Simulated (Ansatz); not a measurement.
# ClCuH₃N: one species, many methods

The task here is to estimate one member of a computed series from the others.

Program: Ansatz 0.2.0, Gaussian basis. Level of theory: functionals in def2-TZVPP, the program's frozen cores in correlated methods. These are calculated values, not measurements.

Levels to be run: LDA (SPW92), PBE-D4, revPBE-D4, BLYP-D4, r2SCAN-D4, B97M-V, PBE0-D4, B3LYP-D4, r2SCANh-D4, r2SCAN0-D4, HSE06-D4, BHLYP-D4, CAM-B3LYP-D4, LC-ωPBE, ωB97X-V, ωB97M-V, B2PLYP, PBE-QIDH; CCSD(T)/def2-SVP; CCSD(T)/def2-TZVPP; MP2/def2-QZVPP; extrapolation to the limit; RPA on PBE.

## The geometry

An earlier PBE0-D4 in a triple-zeta def2 set relaxation fixed the geometry.

SMILES `[NH3+][Cu-][Cl]`, 6 atoms, charge 0, spin multiplicity 1.

Atoms are counted from 1 here; the program's logs count them from 0.

Bond lengths: N1–Cu2 1.938 Å, N1–H4 1.015 Å, N1–H5 1.015 Å, N1–H6 1.015 Å, Cu2–Cl3 2.081 Å. Angles: Cu2–N1–H4 111.4°, Cu2–N1–H5 111.5°, Cu2–N1–H6 111.5°, H4–N1–H5 107.4°, H4–N1–H6 107.4°, H5–N1–H6 107.4°, N1–Cu2–Cl3 180.0°.

The first run:

in.yaml

```yaml
crystal:
  periodic: [false, false, false]
  atoms:
    - {symbol: N, position_ang: [-0.765597, -0.020188, 0.226605]}
    - {symbol: Cu, position_ang: [1.089339, 0.003573, -0.335861]}
    - {symbol: Cl, position_ang: [3.080324, 0.027489, -0.939660]}
    - {symbol: H, position_ang: [-1.161377, -0.952509, 0.159009]}
    - {symbol: H, position_ang: [-1.335360, 0.594284, -0.346305]}
    - {symbol: H, position_ang: [-0.865329, 0.283353, 1.190112]}
basis:
  gaussian: {orbitals: def2-TZVPP}
hamiltonian: {xc: lda}
output: {orbitals: {seedname: orbitals}}
```

The run is started by

```console
ansatz run in.yaml --threads 4 --pin off --events-out ev --progress --plain --max-ram 10444MiB
```

Steps of the session up to this table: LDA; PBE-D4 (GGA); revPBE-D4 (GGA); BLYP-D4 (GGA); r2SCAN-D4 (meta-GGA); B97M-V (meta-GGA); PBE0-D4 (hybrid); B3LYP-D4 (hybrid); r2SCANh-D4 (hybrid); r2SCAN0-D4 (hybrid); HSE06-D4 (hybrid); BHLYP-D4 (hybrid); CAM-B3LYP-D4 (range-separated); LC-ωPBE (range-separated); ωB97X-V (range-separated); ωB97M-V (range-separated); B2PLYP (double hybrid); PBE-QIDH (double hybrid).

One of the session's tables, all rows but one given; the rest of the session is left out.

It belongs to the step «Frontier levels by functional». 

```
  functional  HOMO (eV)  gap (eV)
 LDA (SPW92)      -5.29      3.58
      PBE-D4      -5.06      3.44
   revPBE-D4      -4.98      3.40
     BLYP-D4      -4.97      3.31
   r2SCAN-D4      -5.24      4.20
      B97M-V      -5.39      3.90
     PBE0-D4      -6.58      5.76
    B3LYP-D4      -6.33      5.17
  r2SCANh-D4      -5.87      5.09
  r2SCAN0-D4      -6.75      6.34
    HSE06-D4          ?         ?
    BHLYP-D4      -7.87      7.62
CAM-B3LYP-D4      -7.98      7.91
     LC-ωPBE      -9.28     10.49
     ωB97X-V      -8.99     10.00
     ωB97M-V      -8.92      9.49
```

Estimate the missing values for HSE06-D4.

The run gave: HOMO (eV): -6.17; gap (eV): 4.99. In the column «HOMO (eV)» it lies between B3LYP-D4 (-6.33) and r2SCANh-D4 (-5.87).
